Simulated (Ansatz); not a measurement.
# H₅NSi₂Zn: how energies converge with the basis set

The task here is to estimate one member of a computed series from the others.

Computed with Ansatz 0.2.0, Gaussian basis. Level: one geometry, several basis sets.

The runs, in order: PBE0-D4/def2-SVP; ωB97M-V/def2-SVP; PBE0-D4/def2-QZVPP; ωB97M-V/def2-QZVPP; the functionals' def2-TZVPP values are taken from earlier runs.

## The relaxed structure

The geometry comes from an earlier relaxation with PBE0-D4 in a triple-zeta def2 set; it is a stationary point, not always the lowest conformer.

SMILES `[ZnH][SiH]1N[SiH2]1`, 9 atoms, charge 0, spin multiplicity 1.

Atoms are counted from 1 here; the program's logs count them from 0.

Bond lengths: Zn1–Si2 2.372 Å, Zn1–H5 1.557 Å, Si2–N3 1.753 Å, Si2–Si4 2.250 Å, Si2–H6 1.498 Å, N3–Si4 1.719 Å, N3–H7 1.004 Å, Si4–H8 1.488 Å, Si4–H9 1.488 Å. Angles: Si2–Zn1–H5 177.3°, Zn1–Si2–N3 117.6°, Zn1–Si2–Si4 123.7°, Zn1–Si2–H6 117.0°, N3–Si2–Si4 48.9°, N3–Si2–H6 114.1°, Si4–Si2–H6 116.8°, Si2–N3–Si4 80.8°, Si2–N3–H7 138.5°, Si4–N3–H7 140.5°, Si2–Si4–N3 50.3°, Si2–Si4–H8 124.9°, Si2–Si4–H9 123.8°, N3–Si4–H8 117.2°, N3–Si4–H9 117.4°, H8–Si4–H9 109.3°.

The first run:

in.yaml

```yaml
crystal:
  periodic: [false, false, false]
  atoms:
    - {symbol: Zn, position_ang: [-0.089329, 2.273945, -1.287887]}
    - {symbol: Si, position_ang: [0.678948, 0.547781, 0.145967]}
    - {symbol: N, position_ang: [0.397192, -1.108882, -0.353418]}
    - {symbol: Si, position_ang: [-0.654209, -1.048259, 1.005040]}
    - {symbol: H, position_ang: [-0.660388, 3.378066, -2.224916]}
    - {symbol: H, position_ang: [1.995411, 0.765789, 0.825858]}
    - {symbol: H, position_ang: [0.742714, -1.757768, -1.037675]}
    - {symbol: H, position_ang: [-2.113778, -1.171299, 0.741212]}
    - {symbol: H, position_ang: [-0.296561, -1.879394, 2.185810]}
basis:
  gaussian: {orbitals: def2-SVP}
hamiltonian: {xc: pbe0, dispersion: d4}
output: {orbitals: {seedname: orbitals}}
```

Steps of the session up to this table: PBE0-D4 in def2-SVP; ωB97M-V in def2-SVP; PBE0-D4 in def2-QZVPP; ωB97M-V in def2-QZVPP.

One of the session's tables, all rows but one given; the rest of the session is left out.

It belongs to the step «Density functionals: the series». 

| functional | basis | HOMO (eV) |
| --- | --- | --- |
| PBE0-D4 | def2-SVP | -6.40 |
| PBE0-D4 | def2-TZVPP | -6.49 |
| PBE0-D4 | def2-QZVPP | -6.50 |
| ωB97M-V | def2-SVP | -8.32 |
| ωB97M-V | def2-TZVPP | ? |
| ωB97M-V | def2-QZVPP | -8.45 |

**Question.** Estimate the row for ωB97M-V, def2-TZVPP.

The run gave: HOMO (eV): -8.43. In the column «HOMO (eV)» it lies between ωB97M-V, def2-QZVPP (-8.45) and ωB97M-V, def2-SVP (-8.32).
